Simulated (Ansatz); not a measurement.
Working through a short molecular-dynamics run of AlH5OSn, SMILES [OH][SnH2][AlH2]

Program: the Ansatz DFT code, driven from Python.

Typed at the interpreter:
```pycon
>>> import ansatz as az
>>> from ase import Atoms
>>> import numpy as np
>>> atoms = Atoms(["O", "Sn", "Al", "H", "H", "H", "H", "H"], positions=[
...     (-2.0395, 0.4624, -0.6041),
...     (-0.2202, 0.9531, -0.1471),
...     (1.003, -1.2314, 0.6253),
...     (-1.9347, -0.2335, -1.2594),
...     (0.5958, 1.6118, -1.567),
...     (-0.2052, 2.1498, 1.1474),
...     (0.2849, -2.6252, 0.6768),
...     (2.608, -1.1442, 1.0722),
... ])
>>> system = az.Crystal.molecule_from_ase(atoms)
>>> calc = (
...     system.calculation()
...     .basis(gaussian="def2-SVP")
...     .functional("PBE0")
...     .md("nvt_nose_hoover", timestep=0.5, steps=30, temperature=200, initial_velocities="maxwell_boltzmann", seed=54, thermostat_time=20)
... )
>>> frames = []
>>> calc.session().plan().execute(on_event=lambda e: frames.append(e["data"]) if e["event"] == "md_step" else None)
<ansatz.RunOutcome object at 0x...>
>>> print("t (fs)   E_pot (eV)      E_kin (eV)   T (K)   d(0-1) (A)")
t (fs)   E_pot (eV)      E_kin (eV)   T (K)   d(0-1) (A)
>>> for f in frames[::2]:
...     xyz = np.array(f["positions_ang"])
...     print(f"{f['time_fs']:6.2f} {f['lagrangian_ev']:14.5f} {f['e_kin_ev']:10.5f} {f['temperature_k']:8.1f} {np.linalg.norm(xyz[0] - xyz[1]):9.4f}")
...
  0.00   -14546.83358    0.15511    200.0    1.9389
  1.00   -14546.83476    0.15637    201.6    1.9370
  2.00   -14546.83450    0.15629    201.5    1.9363
  3.00   -14546.84335    0.16511    212.9    1.9368
  4.00   -14546.86046    0.18191    234.6    1.9385
  5.00   -14546.87316    0.19425    250.5    1.9414
  6.00   -14546.87536    0.19615    252.9    1.9453
  7.00   -14546.87803    0.19819    255.5    1.9499
  8.00   -14546.88891    0.20776    267.9    1.9550
  9.00   -14546.89776    0.21490    277.1    1.9607
 10.00   -14546.89664    0.21191    273.2    1.9670
 11.00   -14546.89238    0.20539    264.8    1.9741
 12.00   -14546.89264    0.20285    261.5    1.9818
 13.00   -14546.89394    0.20088    259.0    1.9901
 14.00   -14546.88960    0.19319    249.1    1.9985
 15.00   -14546.88492    0.18504    238.6    2.0068
>>> kept = np.array([f["conserved_ev"] for f in frames])
>>> print(f"conserved energy moves by at most {1000 * np.ptp(kept):.3f} meV")
conserved energy moves by at most 0.386 meV
>>> symbols = [site.symbol for site in system.cartesian_sites]
>>> with open("last_frame.xyz", "w") as handle:
...     handle.write(f"{len(symbols)}\nt = {frames[-1]['time_fs']} fs\n")
...     handle.writelines("{:2s} {:10.5f} {:10.5f} {:10.5f}\n".format(s, *xyz) for s, xyz in zip(symbols, frames[-1]["positions_ang"]))
...
14
```

`last_frame.xyz`, as written:
```text
8
t = 15.0 fs
O    -2.09856    0.49191   -0.64422
Sn   -0.21083    0.95232   -0.14231
Al    1.02235   -1.24784    0.62990
H    -2.33580   -0.21830   -1.21733
H     0.41359    1.57533   -1.57705
H    -0.48188    2.22630    0.98965
H     0.47004   -2.68953    0.69725
H     2.59921   -1.07154    1.12663
```

Caveats:
- These settings explore the input space; basis and method may be short of convergence.
- The trajectory is only some femtoseconds long, so its temperature is not equilibrated; where the script doesn't relax first, it starts from a rough generated geometry.
- def2 sets replace the cores of elements past krypton by effective core potentials.
- The temperature counts the internal degrees of freedom alone.
- Finished in 55 s on 1 thread of AMD EPYC 9R45 (Zen 5), on a shared host, peak memory 0.25 GiB.

(Lines on the test bed's own set-up are left out of the output.)
